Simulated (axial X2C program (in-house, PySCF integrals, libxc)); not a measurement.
**FZrF⁻: bond lengths and stretches, held linear**

An exercise on one series of results from a longer session: the logs are not shown, and one member is left open.

Method: all-electron X2C, two-component (2c) or spin-free, F dyall-av3z, Zr dyall-v3z; program: an in-house X2C program for linear molecules on PySCF integrals.

All values are calculated.

2 further runs of the same task are left out: 2 set aside as unsound or not needed.

The first run:

File task.json:

```json
{"zs": [9, 40, 9], "q": -1, "bas": ["dyall-av3z", "dyall-v3z", "dyall-av3z"], "r0": [2.18, 2.18], "symm": 1, "scan": ["PBE0", "HF", "TPSSh"], "levels": ["PBE0", "HF", "r2SCAN"], "nst": 2}
```

Keys: zs atomic numbers; q charge; bas basis sets; r0 starting distance in Å; symm equal bonds; scan levels of the two-bond scan (MP2 follows by itself at each HF point); levels methods; nst determinants followed.

Launch:

```bash
python solin.py task.json out
```

Masses F 18.998, Zr 89.905, F 18.998 u.

Steps of the session up to this table: Scan at PBE0, 2c; Scan at HF, 2c; Scan at TPSSh, 2c.

One of the session's tables, all rows but one given; the rest of the session is left out.

| level | r(F–Zr) (Å) | r(Zr–F) (Å) | lower stretch (cm⁻¹) | upper stretch (cm⁻¹) |
| --- | --- | --- | --- | --- |
| PBE0, 2c | 1.962 | 1.962 | 535.5 | 567.5 |
| HF, 2c | 1.979 | 1.979 | 537.8 | 574.6 |
| TPSSh, 2c | 1.969 | 1.969 | 534.6 | 568.2 |
| MP2, 2c | 1.975 | 1.975 | 537.5 | 560.3 |
| PBE0, spin-free | 1.962 | 1.962 | 535.7 | 567.8 |
| HF, spin-free | ? | ? | ? | ? |
| TPSSh, spin-free | 1.969 | 1.969 | 534.8 | 568.5 |
| MP2, spin-free | 1.975 | 1.975 | 537.7 | 560.5 |

Estimate the missing values for HF, spin-free.

As computed: r(F–Zr) (Å): 1.979; r(Zr–F) (Å): 1.979; lower stretch (cm⁻¹): 538.2; upper stretch (cm⁻¹): 575.1.

Scans not shown above were run alike.

Caveats from the session: For an anion the highest level of a functional can be positive, and the basis then holds the extra electron. The molecule was held linear; bending was not examined, so a bent shape may lie lower. Note: functional without a current term on a determinant with orbital currents, of the molecule or an atom.
